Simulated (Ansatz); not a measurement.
# CH₅GeNO, SMILES N[CH]1[O][GeH2]1: a rigid scan of one bond length

Computed with Ansatz 0.2.0, Python API.

`ch5geno.xyz`
```text
9

N     0.38800    1.31220   -0.67490
C     0.55750   -0.08160   -0.54310
O     1.08650   -0.38200    0.64080
Ge   -0.56320   -0.95260    0.67580
H    -0.43130    1.47330   -1.39670
H     0.00650    1.78270    0.21560
H     1.03820   -0.62550   -1.39130
H    -0.58740   -2.49560    0.71060
H    -1.40640   -0.07730    1.74620
```

The cells in order, each with its output:

In [1]:
```python
import ansatz as az
import matplotlib.pyplot as plt
import numpy as np
```

In [2]:
```python
molecule = az.Crystal.molecule_from_extxyz("ch5geno.xyz")
```

In [3]:
```python
symbols = [site.symbol for site in molecule.cartesian_sites]
start = np.array([site.position_ang for site in molecule.cartesian_sites])
axis = (start[5] - start[0]) / np.linalg.norm(start[5] - start[0])
moving = [5]
lengths, energies = [0.948, 0.991, 1.034, 1.077, 1.12, 1.163, 1.206, 1.271], []
for length in lengths:
    xyz = start.copy()
    xyz[moving] += (length - np.linalg.norm(start[5] - start[0])) * axis
    point = az.Crystal.molecule()
    for symbol, place in zip(symbols, xyz):
        point = point.atom(symbol, place.tolist())
    job = (
        point.calculation()
        .basis(gaussian="def2-SVP")
        .functional("PBE0", dispersion="d4")
    )
    data = job.run().report
    energies.append(data["free_energy_ev"])
    print(f"r = {length:6.3f} A  E = {energies[-1]:.5f} eV  <S^2> = {abs(data['mean_field']['state']['spin_squared']):.3f}")
```
```text
r =  0.948 A  E = -61148.71779 eV  <S^2> = 0.000
r =  0.991 A  E = -61148.82892 eV  <S^2> = 0.000
r =  1.034 A  E = -61148.84160 eV  <S^2> = 0.000
r =  1.077 A  E = -61148.77960 eV  <S^2> = 0.000
r =  1.120 A  E = -61148.66150 eV  <S^2> = 0.000
r =  1.163 A  E = -61148.50183 eV  <S^2> = 0.000
r =  1.206 A  E = -61148.31201 eV  <S^2> = 0.000
r =  1.271 A  E = -61147.98736 eV  <S^2> = 0.000
```

In [4]:
```python
fit = np.polynomial.Polynomial.fit(lengths, np.array(energies) - min(energies), 4).convert()
roots = [r.real for r in fit.deriv().roots() if abs(r.imag) < 1e-9 and fit.deriv(2)(r.real) > 0]
r_e = min(roots, key=lambda r: abs(r - lengths[int(np.argmin(energies))]))
print(f"minimum of the fit at {r_e:.4f} A, force constant {fit.deriv(2)(r_e):.2f} eV/A^2")
plt.figure(figsize=(4.5, 3))
plt.plot(lengths, np.array(energies) - min(energies), "o-")
plt.xlabel("bond length (A)")
plt.ylabel("E - E(min) (eV)")
plt.tight_layout()
plt.savefig("scan.png", dpi=100)
```
```text
minimum of the fit at 1.0188 A, force constant 44.57 eV/A^2
```

Reading the output:
- Total energies depend on the basis set; only differences at equal settings carry meaning.
- The rest of the molecule is held rigid at a force-field or estimated start geometry, and the basis set is modest; single-reference methods fail as a bond breaks.
- The orbitals are restricted, so S² is zero by construction.
- It ran for 29 s on 1 thread of Arm Neoverse V1, with other jobs on the host, peak memory 0.31 GiB.
